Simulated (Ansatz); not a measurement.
# RuF+ (triplet): the correlation ladder, def2-TZVPP

One table from this session's results is given with a row withheld; the runs are named, their logs left out.

Program: Ansatz 0.2.0, Gaussian basis. Level of theory: def2-TZVPP, core rule «outside noble gas», up to 5 orbitals frozen. These are calculated values, not measurements.

To be run: UHF; ROHF; CCSD(T) on UHF.

## What is computed

The geometry is a PBE0/def2-TZVP stationary point (not a proven minimum) of the parent state, kept for this charge and spin. No spin-orbit coupling is included. Elements past krypton take def2 core potentials.

2 atoms, charge 1, spin multiplicity 3.

Atoms are counted from 1 here; the program's logs count them from 0.

Bond lengths: Ru1–F2 1.896 Å.

Set-up of the first run:

in.yaml

```yaml
crystal:
  periodic: [false, false, false]
  atoms:
    - {symbol: Ru, position_ang: [0.000000, 0.000000, 0.000000]}
    - {symbol: F, position_ang: [0.000000, 0.000000, 1.895800]}
basis:
  gaussian: {orbitals: def2-TZVPP}
total_charge: 1
magnetization: {spin_polarized: true, initial_magnetization: 2}
hamiltonian: {xc: hf}
output: {orbitals: {seedname: orbitals}}
```

The run is started by

```sh
> ansatz run in.yaml --threads 1 --pin off --events-out ev --progress --plain --max-ram 4096MiB --backend cpu
```

Steps of the session up to this table: UHF; ROHF; CCSD(T) on UHF.

One table of the session follows, with a row left open; its other results are not shown here.

| method | from UCCSD(T) (kJ/mol) |
| --- | --- |
| ROHF | +1252.6 |
| UHF | ? |
| UMP2 | +100.4 |
| UCCSD | +65.4 |
| UCCSD(T) | 0 |

Q: Estimate the row for UHF from the others.

**Answer.** from UCCSD(T) (kJ/mol): +1202.7. In the column «from UCCSD(T) (kJ/mol)» it lies between UMP2 (+100.4) and ROHF (+1252.6).

The program flags UCCSD(T) as in doubt (see the logs), so the zero of the table is itself unsure.

Limits of these values: The determinant is far from a pure spin state, so its energy mixes those of several spin states (harmless only where they are near-degenerate, as at dissociation). The program flags UCCSD(T) as in doubt, so the zero of the table is itself unsure. Warnings: spin contamination; coupled cluster took another determinant than the lowest.
